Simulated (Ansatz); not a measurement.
# C₅H₈O₂S: taking an electron away

The task here is to estimate one member of a computed series from the others.

Program: Ansatz 0.2.0, Gaussian basis. Level of theory: unrestricted cation, the program's frozen cores in correlated methods. These are calculated values, not measurements.

Plan: UKS PBE-D4/def2-TZVPP; UKS r2SCAN-D4/def2-TZVPP; UKS PBE0-D4/def2-TZVPP; UKS B3LYP-D4/def2-TZVPP; UKS wB97X-V/def2-TZVPP; UKS wB97M-V/def2-TZVPP; UKS B2PLYP/def2-TZVPP; UHF-CCSD(T)/def2-TZVPP; UHF-MP2/def2-QZVPP; extrapolation to the limit; then −ε(HOMO) from the neutral's earlier runs with LDA (SPW92), PBE-D4, revPBE-D4, BLYP-D4, r2SCAN-D4, B97M-V, PBE0-D4, B3LYP-D4, r2SCANh-D4, r2SCAN0-D4, HSE06-D4, BHLYP-D4, CAM-B3LYP-D4, LC-ωPBE, ωB97X-V, ωB97M-V.

## The geometry

An earlier PBE0-D4 in a triple-zeta def2 set relaxation fixed the geometry.

SMILES `CC1C=CCS1(=O)=O`, 16 atoms, charge 0, spin multiplicity 1.

Atoms are counted from 1 here; the program's logs count them from 0.

Bond lengths: C1–C2 1.516 Å, C1–H9 1.091 Å, C1–H10 1.090 Å, C1–H11 1.092 Å, C2–C3 1.494 Å, C2–S6 1.818 Å, C2–H12 1.095 Å, C3–C4 1.329 Å, C3–H13 1.084 Å, C4–C5 1.491 Å, C4–H14 1.084 Å, C5–S6 1.802 Å, C5–H15 1.092 Å, C5–H16 1.093 Å, S6–O7 1.438 Å, S6–O8 1.437 Å. Angles: C2–C1–H9 111.1°, C2–C1–H10 110.7°, C2–C1–H11 109.5°, H9–C1–H10 108.3°, H9–C1–H11 108.2°, H10–C1–H11 109.0°, C1–C2–C3 115.4°, C1–C2–S6 111.7°, C1–C2–H12 110.6°, C3–C2–S6 102.6°, C3–C2–H12 111.1°, S6–C2–H12 104.7°, C2–C3–C4 117.4°, C2–C3–H13 119.6°, C4–C3–H13 123.0°, C3–C4–C5 116.6°, C3–C4–H14 123.0°, C5–C4–H14 120.3° and more.

Set-up of the first run:

in.yaml reads:

```yaml
crystal:
  periodic: [false, false, false]
  atoms:
    - {symbol: C, position_ang: [2.000322, 0.528512, -0.169434]}
    - {symbol: C, position_ang: [0.776567, -0.217919, 0.323905]}
    - {symbol: C, position_ang: [0.122421, -1.110247, -0.680239]}
    - {symbol: C, position_ang: [-1.202353, -1.056796, -0.775052]}
    - {symbol: C, position_ang: [-1.900159, -0.110729, 0.141663]}
    - {symbol: S, position_ang: [-0.566274, 0.919543, 0.778765]}
    - {symbol: O, position_ang: [-0.474122, 2.094254, -0.045068]}
    - {symbol: O, position_ang: [-0.655235, 1.050519, 2.206954]}
    - {symbol: H, position_ang: [2.394268, 1.191214, 0.602386]}
    - {symbol: H, position_ang: [1.757648, 1.129165, -1.046043]}
    - {symbol: H, position_ang: [2.781461, -0.187511, -0.434635]}
    - {symbol: H, position_ang: [1.003525, -0.763373, 1.246210]}
    - {symbol: H, position_ang: [0.733144, -1.753329, -1.304383]}
    - {symbol: H, position_ang: [-1.768875, -1.653394, -1.480144]}
    - {symbol: H, position_ang: [-2.619997, 0.542991, -0.354575]}
    - {symbol: H, position_ang: [-2.382340, -0.602901, 0.989690]}
basis:
  gaussian: {orbitals: def2-TZVPP}
total_charge: 1
magnetization: {spin_polarized: true, initial_magnetization: 1}
hamiltonian: {xc: pbe, dispersion: d4}
```

The run is started by

```console
$ ansatz run in.yaml --threads 2 --pin off --events-out ev --progress --plain --max-ram 20480MiB --backend cuda --devices 0, --max-vram 18GiB
```

Among the steps run: Cation, UKS PBE-D4/def2-TZVPP; Cation, UKS r2SCAN-D4/def2-TZVPP; Cation, UKS PBE0-D4/def2-TZVPP; Cation, UKS B3LYP-D4/def2-TZVPP; Cation, UKS wB97X-V/def2-TZVPP; Cation, UKS wB97M-V/def2-TZVPP; Cation, UKS B2PLYP (frozen core)/def2-TZVPP; Cation, UHF-CCSD(T)/def2-TZVPP; Cation, UHF-MP2/def2-QZVPP.

One of the session's tables, all rows but one given; the rest of the session is left out.

Orbital estimates, from the neutral's runs:

| functional | −ε(HOMO) (eV) |
| --- | --- |
| LDA (SPW92) | 6.97 |
| PBE-D4 | 6.79 |
| revPBE-D4 | 6.72 |
| BLYP-D4 | 6.68 |
| r2SCAN-D4 | 7.04 |
| B97M-V | 7.08 |
| PBE0-D4 | 8.02 |
| B3LYP-D4 | 7.82 |
| r2SCANh-D4 | ? |
| r2SCAN0-D4 | 8.17 |
| HSE06-D4 | 7.62 |
| BHLYP-D4 | 9.08 |
| CAM-B3LYP-D4 | 9.39 |
| LC-ωPBE | 10.75 |
| ωB97X-V | 10.38 |
| ωB97M-V | 10.28 |

Q: Estimate the row for r2SCANh-D4 from the others.

Worked estimate for «−ε(HOMO) (eV)». Against the share of exact exchange, r2SCAN-D4 (0, 7.04), r2SCAN0-D4 (0.25, 8.17) give a slope of 4.52 per unit share; at 0.1 the line stands at 7.49.

As computed: −ε(HOMO) (eV): 7.50. In «−ε(HOMO) (eV)» the line misses by -0.01.
